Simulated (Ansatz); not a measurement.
**Alloy of Si and C (8 of 64 Si sites exchanged), 64 atoms**

Wanted: the relaxed alloy cell and its gap (PBEsol and r²SCAN).

All numbers are computed with Ansatz 0.2.0 (PAW, plane waves).

## 1. The system as built

64 atoms (56 Si, 8 C); a = 10.415 Å, b = 10.415 Å, c = 10.415 Å, α = 90.00°, β = 90.00°, γ = 90.00°. All atoms were shaken off their sites by about 0.02 Å along each axis.

Steps to follow: (2) PBEsol cell relaxation at the single k point (¼, ¼, ¼), on 1 × NVIDIA H100 80GB HBM3 with 2 threads of AMD EPYC 7R13; (3) r²SCAN single point at the single k point (¼, ¼, ¼), on 1 × NVIDIA H100 80GB HBM3 with 2 threads of AMD EPYC 7R13.

## 2. PBEsol relaxation of the cell and the positions

Contents of in.yaml:

```yaml
crystal:
  lattice:
    - [10.414622, 0.000000, 0.000000]
    - [0.000000, 10.414622, 0.000000]
    - [0.000000, 0.000000, 10.414622]
  atoms:
    - { symbol: Si, position: [0.995647, 0.999504, 0.998073] }
    - { symbol: Si, position: [0.001867, 0.003179, 0.500722] }
    - { symbol: Si, position: [0.004082, 0.498045, 0.001734] }
    - { symbol: Si, position: [0.003267, 0.499784, 0.501378] }
    - { symbol: Si, position: [0.501081, 0.002685, 0.000998] }
    - { symbol: Si, position: [0.502504, 0.001758, 0.501211] }
    - { symbol: Si, position: [0.500711, 0.499314, 0.004109] }
    - { symbol: Si, position: [0.500257, 0.502306, 0.499340] }
    - { symbol: Si, position: [0.121361, 0.126085, 0.123636] }
    - { symbol: Si, position: [0.123786, 0.124461, 0.623525] }
    - { symbol: Si, position: [0.125582, 0.623827, 0.125290] }
    - { symbol: Si, position: [0.625691, 0.125789, 0.127194] }
    - { symbol: Si, position: [0.623631, 0.127644, 0.628804] }
    - { symbol: Si, position: [0.623828, 0.623548, 0.125262] }
    - { symbol: Si, position: [0.622465, 0.623344, 0.624241] }
    - { symbol: Si, position: [0.247625, 0.249533, 0.996581] }
    - { symbol: Si, position: [0.250614, 0.249763, 0.499684] }
    - { symbol: Si, position: [0.249263, 0.748520, 0.000127] }
    - { symbol: Si, position: [0.253272, 0.750655, 0.499465] }
    - { symbol: Si, position: [0.752526, 0.248811, 0.997160] }
    - { symbol: Si, position: [0.750621, 0.251173, 0.498749] }
    - { symbol: Si, position: [0.749974, 0.749917, 0.499046] }
    - { symbol: Si, position: [0.374415, 0.372324, 0.122943] }
    - { symbol: Si, position: [0.375287, 0.875394, 0.127488] }
    - { symbol: Si, position: [0.374690, 0.873852, 0.626097] }
    - { symbol: Si, position: [0.879870, 0.373688, 0.123857] }
    - { symbol: Si, position: [0.876998, 0.374050, 0.627077] }
    - { symbol: Si, position: [0.875729, 0.875347, 0.125240] }
    - { symbol: Si, position: [0.876588, 0.874766, 0.625451] }
    - { symbol: Si, position: [0.248335, 0.999012, 0.250274] }
    - { symbol: Si, position: [0.247101, 0.500577, 0.250687] }
    - { symbol: Si, position: [0.251186, 0.501930, 0.750332] }
    - { symbol: Si, position: [0.749615, 0.000596, 0.246522] }
    - { symbol: Si, position: [0.750404, 0.997572, 0.750216] }
    - { symbol: Si, position: [0.752211, 0.498639, 0.250247] }
    - { symbol: Si, position: [0.749168, 0.501970, 0.748029] }
    - { symbol: Si, position: [0.376750, 0.124010, 0.375747] }
    - { symbol: Si, position: [0.379097, 0.123449, 0.874797] }
    - { symbol: Si, position: [0.371426, 0.622851, 0.376422] }
    - { symbol: Si, position: [0.374484, 0.626605, 0.874079] }
    - { symbol: Si, position: [0.874471, 0.125727, 0.375283] }
    - { symbol: Si, position: [0.873876, 0.123999, 0.873804] }
    - { symbol: Si, position: [0.873619, 0.624757, 0.875959] }
    - { symbol: Si, position: [0.001027, 0.249901, 0.247539] }
    - { symbol: Si, position: [0.001731, 0.249353, 0.746555] }
    - { symbol: Si, position: [0.996469, 0.749571, 0.252316] }
    - { symbol: Si, position: [0.003349, 0.750508, 0.754421] }
    - { symbol: Si, position: [0.500383, 0.249078, 0.748834] }
    - { symbol: Si, position: [0.500769, 0.748501, 0.252056] }
    - { symbol: Si, position: [0.500682, 0.752521, 0.750067] }
    - { symbol: Si, position: [0.124426, 0.379001, 0.373587] }
    - { symbol: Si, position: [0.124138, 0.376714, 0.875553] }
    - { symbol: Si, position: [0.124137, 0.876857, 0.874060] }
    - { symbol: Si, position: [0.627692, 0.373656, 0.373164] }
    - { symbol: Si, position: [0.624505, 0.876320, 0.375898] }
    - { symbol: Si, position: [0.620093, 0.875071, 0.875920] }
    - { symbol: C, position: [0.123289, 0.627715, 0.626447] }
    - { symbol: C, position: [0.750935, 0.749205, 0.000354] }
    - { symbol: C, position: [0.375200, 0.376702, 0.626566] }
    - { symbol: C, position: [0.251055, 0.999807, 0.748175] }
    - { symbol: C, position: [0.879588, 0.623026, 0.377275] }
    - { symbol: C, position: [0.503370, 0.249162, 0.248503] }
    - { symbol: C, position: [0.123282, 0.875196, 0.375214] }
    - { symbol: C, position: [0.626147, 0.373022, 0.874200] }
  symmetry: { detect: false }
kpoints:
  mp_grid: { grid: [1, 1, 1], shift: [0.25, 0.25, 0.25] }
hamiltonian:
  xc: pbesol
scf:
  occupations: { method: fermi_dirac, width: 0.01 }
relax:
  f_tol: 0.03
  max_steps: 80
  escape_saddle: false
  adjacent_minimum: "off"
  cell: { fix: [shape] }
output:
  forces: true
  eigenvalues: true
  populations: true
```

Started as:

```
> ansatz run in.yaml --threads 2 --pin off --max-ram 20900MiB --runs-dir r --events-out ev --progress --plain --backend cuda --devices 0, --max-vram 18GiB
```

After this run come: r²SCAN on the final geometry.

What does the calculation give? Wanted: for each run, top filled to lowest empty.

**Answer**, as computed:

```
             level        time  top filled to lowest empty (eV)
PBEsol, relaxation  27 s (GPU)                             0.84
            r²SCAN  12 s (GPU)                             1.16
```

```
     quantity                                                                         value
   relaxation                                             8 recorded steps, 18.61 eV gained
largest shift                                                                 0.46 Å (Si20)
 relaxed cell  a = 10.307 Å, b = 10.307 Å, c = 10.307 Å, α = 90.00°, β = 90.00°, γ = 90.00°
   mean bonds                                                     C–Si 1.960, Si–Si 2.338 Å
```

**Reading.** Relaxation gains 18.61 eV, with shifts up to 0.46 Å (Si20), while the volume changes by -3.1 %. The mean lengths of the listed bonds run from C–Si 1.96 Å to Si–Si 2.34 Å. With one k point the spacing samples only the states that fold onto it, so it can exceed the gap over the zone.
